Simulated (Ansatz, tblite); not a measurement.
**The cluster Rb₃H₄−: rung by rung**

How do method and basis change the picture of the cluster Rb₃H₄− (singlet)?

The runs use Ansatz 0.2.0, Gaussian basis; as each input shows.

The runs, in order: GFN1-xTB, GFN2-xTB, PBE-D4/def2-TZVPD, r2SCAN-D4/def2-TZVPD, ωB97X-V/def2-TZVPD, LDA/def2-TZVPD, B3LYP-D4/def2-TZVPD, ωB97M-V/def2-TZVPD, r2SCAN0-D4/def2-TZVPD, r2SCANh-D4/def2-TZVPD, B97M-V/def2-TZVPD, PBE-D4/def2-SVPD, PBE0-D4/def2-SVPD, CCSD(T)/def2-TZVPPD, MP2/def2-TZVPD, RPA/def2-TZVPD.

1 further run of the same task is left out (set aside as unsound or not needed).

## 1. The geometry

The geometry is that of the singlet, from an earlier relaxation (PBE0-D4/def2-TZVPD). At that level it is the lowest of the isomers that a small search found.

7 atoms, charge -1, spin multiplicity 1.

Bond lengths: Rb1–Rb2 3.955 Å, Rb1–Rb3 3.955 Å, Rb1–H4 2.810 Å, Rb1–H6 2.771 Å, Rb1–H7 2.771 Å, Rb2–Rb3 3.957 Å, Rb2–H4 2.809 Å, Rb2–H5 2.770 Å, Rb2–H7 2.771 Å, Rb3–H4 2.809 Å, Rb3–H5 2.770 Å, Rb3–H6 2.770 Å. Angles: Rb2–Rb1–Rb3 60.0°, Rb2–Rb1–H4 45.3°, Rb2–Rb1–H6 100.5°, Rb2–Rb1–H7 44.5°, Rb3–Rb1–H4 45.2°, Rb3–Rb1–H6 44.5°, Rb3–Rb1–H7 100.5°, H4–Rb1–H6 86.4°, H4–Rb1–H7 86.4°, H6–Rb1–H7 127.4°, Rb1–Rb2–Rb3 60.0°, Rb1–Rb2–H4 45.3°, Rb1–Rb2–H5 100.4°, Rb1–Rb2–H7 44.5°, Rb3–Rb2–H4 45.2°, Rb3–Rb2–H5 44.4°, Rb3–Rb2–H7 100.5°, H4–Rb2–H5 86.4° and more.

Rb takes a core potential in the def2 sets. No spin-orbit coupling is included. The ion is computed in the gas phase, without counter-ions or solvent.

PBE0-D4/def2-TZVPD was run before; its log isn't repeated, and its numbers join the tables.

## 2. GFN1-xTB

Tight binding, by tblite at 300 K electronic temperature and without a spin-polarisation term:

```python
tblite.interface.Calculator('GFN1-xTB', numbers, positions, charge=-1, uhf=0).singlepoint()
```

Energy -99.3437 eV, HOMO -10.60 eV, LUMO -7.09 eV; 0.001 s.

## 3. GFN2-xTB

Tight binding, by tblite at 300 K electronic temperature and without a spin-polarisation term:

```python
tblite.interface.Calculator('GFN2-xTB', numbers, positions, charge=-1, uhf=0).singlepoint()
```

Energy -79.3245 eV, HOMO -4.82 eV, LUMO -1.54 eV; 0.001 s.

## 4. PBE-D4/def2-TZVPD

start.molden holds the orbitals of an earlier run on this state, given as this run's starting guess.

The input, in.yaml:

```yaml
crystal:
  periodic: [false, false, false]
  atoms:
    - {symbol: Rb, position_ang: [1.105770, -1.999863, 0.103921]}
    - {symbol: Rb, position_ang: [-2.286152, 0.033752, 0.104231]}
    - {symbol: Rb, position_ang: [1.171518, 1.952796, 0.232553]}
    - {symbol: H, position_ang: [-0.034751, -0.055904, 1.781856]}
    - {symbol: H, position_ang: [-1.377000, 2.527372, -0.689138]}
    - {symbol: H, position_ang: [2.880903, -0.024289, -0.686359]}
    - {symbol: H, position_ang: [-1.460278, -2.433864, -0.847075]}
basis:
  gaussian: {orbitals: def2-TZVPD, initial_orbitals: start.molden}
total_charge: -1
hamiltonian: {xc: pbe, dispersion: d4}
scf: {omitted_lower_state_checks: [starts]}
output: {forces: true, orbitals: {seedname: orbitals}}
```

Run with:

```bash
ansatz run in.yaml --threads 4 --pin off --events-out ev --progress --plain --max-ram 3916MiB
```

The runs that follow: r2SCAN-D4/def2-TZVPD; ωB97X-V/def2-TZVPD; LDA/def2-TZVPD; B3LYP-D4/def2-TZVPD; ωB97M-V/def2-TZVPD; r2SCAN0-D4/def2-TZVPD; r2SCANh-D4/def2-TZVPD; B97M-V/def2-TZVPD; PBE-D4/def2-SVPD; PBE0-D4/def2-SVPD; CCSD(T)/def2-TZVPPD; MP2/def2-TZVPD; RPA/def2-TZVPD.

Q: Predict the results of all the runs planned. Wanted: gap in def2-TZVPD, named functionals, smallest and largest; correlation energy, CCSD(T)/def2-TZVPPD; correlation energy, MP2/def2-TZVPD; PBE0 total energy, smallest basis above largest.

As calculated:

| quantity | value |
| --- | --- |
| gap in def2-TZVPD, named functionals, smallest and largest | 1.92 eV (PBE-D4), 5.73 eV (ωB97X-V) |
| correlation energy, CCSD(T)/def2-TZVPPD | -12.73 eV |
| correlation energy, MP2/def2-TZVPD | -8.25 eV |
| PBE0 total energy, smallest basis above largest | 0.18 eV (def2-SVPD, def2-TZVPD) |

What this shows: Over the named functionals in def2-TZVPD the gap runs from 1.92 eV (PBE-D4) to 5.73 eV (ωB97X-V); exact exchange widens it.
